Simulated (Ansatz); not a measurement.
Debugging a charge-density difference against the sublattices of Zn3Sn, space group I4/mmm (Ansatz's Python interface).

Script `zn3sn.py`:
```python
# -*- coding: utf-8 -*-
'''Density difference of Zn3Sn against its sublattices.'''

import ansatz as az
import numpy as np

VECTORS = np.array([
    [-2.072373, 2.072373, 4.365311],
    [2.072373, -2.072373, 4.365311],
    [2.072373, 2.072373, -4.365311],
])
SITES = [
    ('Zn', (0.75, 0.25, 0.5)),
    ('Zn', (0.25, 0.75, 0.5)),
    ('Zn', (0.5, 0.5, 0.0)),
    ('Sn', (0.0, 0.0, 0.0)),
]


def on_lattice(cell):
    crystal = az.Crystal(lattice=az.Lattice.of(cell))
    for symbol, position in SITES:
        crystal = crystal.atom(symbol, position)
    return crystal


def main():
    # one cutoff and one grid for all runs, so that the fields can be subtracted
    def solve(crystal):
        return (
            crystal.calculation()
            .functional('pbesol')
            .occupations('fixed')
            .scf(max_iterations=95)
            .basis(460, grid_basis='typed')
            .kpoints(8, 8, 8)
            .density()
            .run(threads=1)
        )


    whole = solve(on_lattice(VECTORS))
    difference = whole.density().channels[0].density_e_per_ang3.copy()
    binding = whole.report['free_energy_ev']
    for element in ['Zn', 'Sn']:
        part = az.Crystal(lattice=az.Lattice.of(VECTORS))
        for symbol, position in SITES:
            if symbol == element:
                part = part.atom(symbol, position)
        alone = solve(part)
        difference -= alone.density().channels[0].density_e_per_ang3
        binding -= alone.report['free_energy_ev']
        print(f'{element} sublattice: {alone.report["n_electrons"]:g} electrons, {alone.report["n_iterations"]} iterations')

    voxel = abs(np.linalg.det(VECTORS)) / difference.size
    print(f'energy of the crystal less its unpolarised sublattices: {binding / len(SITES):.4f} eV/atom')
    print(f'net charge of the difference {difference.sum() * voxel:.5f} e, charge rearranged {0.5 * np.abs(difference).sum() * voxel:.3f} e')
    print(f'extremes {difference.min():.4f} and {difference.max():.4f} e/A^3')
    for (symbol, position) in SITES:
        index = tuple(int(round(p * n)) % n for p, n in zip(position, difference.shape))
        print(f'  change of the pseudo-density at the grid point nearest {symbol}: {difference[index]:+.4f} e/A^3')


if __name__ == '__main__':
    main()
```

Running `python zn3sn.py` prints:
```text
RunWarning: iter 1: σ=0 fill of 25 bands saw a band overlap (occupied 12.3107 eV > unoccupied 8.0844 eV) — on an unconverged iterate often a transient of an unconverged empty band; one that stands at the close is told there (band_overlap_at_count); if the run fails to converge, the spectrum is likely genuinely metallic at σ=0 — use a smearing of finite width or the tetrahedron method (which not every kind of run takes: see the entry of scf.occupations.method in the input reference), with at least one empty band (raise scf.n_extra_bands, or leave it out; where the count is already the smallest k-point's plane-wave count, raise basis.ecutwfc first)
RunWarning: the bands overlap at the fill by count (25 filled at each k-point of a channel): the highest filled level, 12.356138 eV at k-index 53, stands 4.3539 eV over the lowest empty one, 8.002193 eV at k-index 4, so that a fill of the lowest levels lies lower and no gap is reported. A metal, or a carrier in a host's bands, wants a smearing of finite width or the tetrahedron method (`scf.occupations.method`). A defect's level that its images broaden is meant whole, and this fill is then the right one; a shifted mesh or single k-points narrow the overlap
Traceback (most recent call last):
  File "zn3sn.py", line 65, in <module>
    main()
    ~~~~^^
  File "zn3sn.py", line 50, in main
    alone = solve(part)
  File "zn3sn.py", line 38, in solve
    .run(threads=1)
     ~~~^^^^^^^^^^^
  ...
ansatz.NonConvergedError: did not converge after 95 iterations: dr2 = 8.43e-5 (threshold 1.00e-7), under the density mixer `msr1`, which `scf.mixing.algorithm: auto` chose by the deck's other keys (type `scf.mixing.algorithm: msr1` to keep it); at k-index 58, counted from 0 in this SCF's own list of k-points, the highest band that the last eigensolve's fill by count filled, 6.150131 eV, and the lowest that it left empty, 6.150131 eV, lay 4.338e-12 eV apart, the closest at any k-point: where those lie closer than the levels still move from one iteration to the next, and no symmetry of the run holds them equal, such a fill need not settle, and opposed starting moments at zero total moment, or else a narrow smearing, may settle it (`scf.occupations.method`, Limitations, in the input reference); raise `scf.max_iter`, which need not help a stalled SCF, or adjust the mixing (`scf.mixing`) or, under a smearing, its width (`scf.occupations.width`, in either direction: another width is another result); this SCF holds its density and magnetisation to the symmetry operations that it keeps, and cannot end on a state that breaks one of them: if the state sought breaks one, re-run with [...]
```
(Warnings from the package without file and line, shortened, repeats left out; library frames cut from the traceback.)

Find the fault and give the corrected script.

The fault: fixed occupations, though the bands overlap at this level of theory. The change:

```diff
--- before
+++ after
@@ -32,3 +32,3 @@
             .functional('pbesol')
-            .occupations('fixed')
+            .occupations('Gaussian')
             .scf(max_iterations=95)
```

The mended script runs so:

Running `python zn3sn.py` prints:
```text
Zn sublattice: 36 electrons, 7 iterations
Sn sublattice: 14 electrons, 7 iterations
energy of the crystal less its unpolarised sublattices: -0.7732 eV/atom
net charge of the difference 0.00000 e, charge rearranged 0.414 e
extremes -0.0569 and 0.1056 e/A^3
  change of the pseudo-density at the grid point nearest Zn: -0.0468 e/A^3
  change of the pseudo-density at the grid point nearest Zn: -0.0468 e/A^3
  change of the pseudo-density at the grid point nearest Zn: -0.0569 e/A^3
  change of the pseudo-density at the grid point nearest Sn: +0.1056 e/A^3
```

The mesh is modest for a metal, so energies can be off by several to tens of meV an atom and pressures by half a GPa or more; differences at equal mesh fare better. Densities and potentials on the grid are those of the valence electrons, and inside the cores they hang on the potentials used. This cell is a computed structure, which may not be the phase found in nature. Charge moved counts every rearrangement, bonding and polarisation too, and is no transfer between atoms; the bare sublattices are artificial references. Values near the nuclei depend on the potentials. Wall time of the script: 13 s on 1 thread of Arm Neoverse V2 (shared host), peak memory 0.47 GiB.
